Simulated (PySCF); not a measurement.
**C5H7BrSi: electronic excitations**

What electronic excitations should C5H7BrSi (`CC#C[Si@@H]1C[C@H]1Br`) show?

The runs use PySCF 2.14.0, with density-fitted response routines of our own; the level of theory stands in each step. All values are computed, except where a source is named. Atoms are numbered from 0 throughout.

**1. Starting geometry**

14 atoms, charge 0, multiplicity 1; geometry from: GFN2-xTB.

Bonds of the start (Å): C0–C1 1.44, C1–C2 1.21, C2–Si3 1.83, Si3–C4 1.89, C4–C5 1.53, C5–Br6 1.95, C5–Si3 1.90, C0–H7 1.09, C0–H8 1.09, C0–H9 1.09, Si3–H10 1.45, C4–H11 1.08, C4–H12 1.08, C5–H13 1.08.

**2. Excited states and response: CAM-B3LYP/def2-SVPD**

The job: settings as JSON, then the geometry in Å.

```
{"job": {"kind": "uv", "xc": "CAM-B3LYP", "basis": "def2-SVPD", "nstates": 8, "ntriplets": 3}, "charge": 0, "multiplicity": 1}
C      3.353053    -0.235067    -0.130595
C      1.944603    -0.064298     0.130805
C      0.763374     0.072212     0.334930
Si    -1.015096     0.289127     0.699590
C     -2.242257    -0.758234    -0.282118
C     -2.083706     0.662067    -0.825511
Br    -3.657064     1.809969    -0.719801
H      3.906451    -0.241092     0.808303
H      3.522862    -1.179079    -0.648069
H      3.719561     0.581291    -0.752653
H     -1.427469     0.846365     1.971938
H     -1.914034    -1.546326    -0.947732
H     -3.204543    -0.991605     0.153860
H     -1.666415     0.754197    -1.820092
```

Level: TDDFT CAM-B3LYP/def2-SVPD, vertical, gas phase, core orbitals frozen in the response.

The run is started by

```console
> OMP_NUM_THREADS=1 python probes_run.py task.json out
```

This one command runs all jobs of the session in turn.

What will the session give for the following? lowest singlet (CAM-B3LYP/def2-SVPD); brightest single state of those computed; lowest triplet; surface potential, 1st and 99th percentile. Wanted: lowest singlet; brightest single state of those computed; lowest triplet; surface potential, 1st and 99th percentile.

As calculated:

| quantity | value |
| --- | --- |
| lowest singlet (CAM-B3LYP/def2-SVPD) | 4.98 eV (249 nm), f = 0.088 |
| brightest single state of those computed | state 3, 5.64 eV, f = 0.136 |
| lowest triplet | 4.20 eV |
| surface potential, 1st and 99th percentile | -0.86 V and 1.15 V |

The first singlet state (HOMO→LUMO 0.65, HOMO→LUMO+1 0.23) lies at 4.98 eV and is bright; of the 8 states computed, the strongest absorption comes from state 3 at 5.64 eV. The lowest triplet lies 0.79 eV below the lowest singlet (triplets in Tamm-Dancoff, singlets in full TDDFT).
